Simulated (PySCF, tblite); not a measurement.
# C₅H₁₈Si₃: geometry, infrared bands and NMR shifts

Aim: predict the infrared bands and NMR shifts of C₅H₁₈Si₃ (`C[SiH2][C@H]([SiH3])[SiH2]C(C)C`).

Programs: tblite 0.8.0 and PySCF 2.14.0, with density-fitted response routines of our own. Each step states its level of theory. These are calculated values for one molecule in the gas phase, unless marked as measured. Atoms are numbered from 0 throughout.

### 1 Starting geometry

26 atoms, charge 0, multiplicity 1; geometry from: force field or distance geometry start.

Bonds of the start (Å): C0–Si1 1.84, Si1–C2 1.84, C2–Si3 1.82, C2–Si4 1.85, Si4–C5 1.92, C5–C6 1.53, C5–C7 1.54, C0–H8 1.09, C0–H9 1.08, C0–H10 1.10, Si1–H11 1.49, Si1–H12 1.48, C2–H13 1.09, Si3–H14 1.49, Si3–H15 1.48, Si3–H16 1.49, Si4–H17 1.49, Si4–H18 1.49, C5–H19 1.10, C6–H20 1.10, C6–H21 1.09, C6–H22 1.09, C7–H23 1.08, C7–H24 1.10, C7–H25 1.11.

### 2 Geometry optimisation with GFN2-xTB

Job settings and geometry (Å):

```
{"job": {"kind": "relax", "xc": "GFN2-xTB", "basis": "xTB"}, "charge": 0, "multiplicity": 1}
C      2.868400     1.466600    -1.614800
Si     2.668900     0.010200    -0.500300
C      1.075600    -0.020700     0.419800
Si     1.164800    -1.369100     1.641500
Si    -0.278300    -0.422800    -0.768200
C     -2.038000    -0.247800    -0.027200
C     -3.135200    -0.602700    -1.034200
C     -2.295800     1.151000     0.562300
H      2.146900     1.437200    -2.437600
H      3.858900     1.496700    -2.045600
H      2.704200     2.403500    -1.069300
H      3.782700     0.081900     0.491100
H      2.882600    -1.238800    -1.259800
H      0.894100     0.944900     0.902600
H     -0.110000    -1.457800     2.412300
H      1.422300    -2.702800     1.049400
H      2.225500    -1.098800     2.656700
H     -0.139200    -1.793200    -1.339000
H     -0.225500     0.527700    -1.913500
H     -2.087400    -0.969200     0.803400
H     -4.125600    -0.551500    -0.551600
H     -3.006800    -1.619900    -1.416800
H     -3.134700     0.088400    -1.872400
H     -1.585100     1.392200     1.340200
H     -2.244900     1.927800    -0.209700
H     -3.309600     1.189700     1.014000
```

Launch:

```sh
$ OMP_NUM_THREADS=1 python probes_run.py task.json out
```

This one command runs all jobs of the session in turn.

**Question.** This job is followed by: GFN2-xTB harmonic vibrations, gas phase; GIAO PBE0/pcSseg-1 NMR shielding, non-relativistic, gas phase. Predict these results of the whole session: strongest single infrared mode (GFN2-xTB); zero-point energy (GFN2-xTB); ¹³C shifts against TMS (PBE0/pcSseg-1); ¹H shifts against TMS (PBE0/pcSseg-1, means over atoms taken as alike); ²⁹Si shifts against TMS (PBE0/pcSseg-1); surface potential, 1st and 99th percentile.

As calculated:

| quantity | value |
| --- | --- |
| strongest single infrared mode (GFN2-xTB) | 2220 cm⁻¹, 546 km/mol |
| zero-point energy (GFN2-xTB) | 127.6 kcal/mol |
| ¹³C shifts against TMS (PBE0/pcSseg-1) | 20.9, 20.2, 15.2, -4.8, -15.8 ppm |
| ¹H shifts against TMS (PBE0/pcSseg-1, means over atoms taken as alike) | 4.43, 4.22, 4.09, 4.01, 4.00, 1.11, 1.10, 1.06, 0.19, -0.72 ppm |
| ²⁹Si shifts against TMS (PBE0/pcSseg-1) | -28.8, -39.9, -73.7 ppm |
| surface potential, 1st and 99th percentile | -0.15 V and 0.92 V |

What this shows: Over 154 steps the energy fell by 0.340 eV; of the close pairs, C2–Si3 changed most, 1.822 to 1.903 Å. No mode is imaginary among the 72: a minimum at this level. The strongest single mode, at 2220 cm⁻¹, moves mainly H14. GFN2-xTB is a fitted tight-binding method: band positions and strengths are rough. Its intensities can rank the bands wrongly. At PBE0/pcSseg-1: Shielding is most anisotropic at Si4 (span 98 ppm, paramagnetic term -507 ppm).
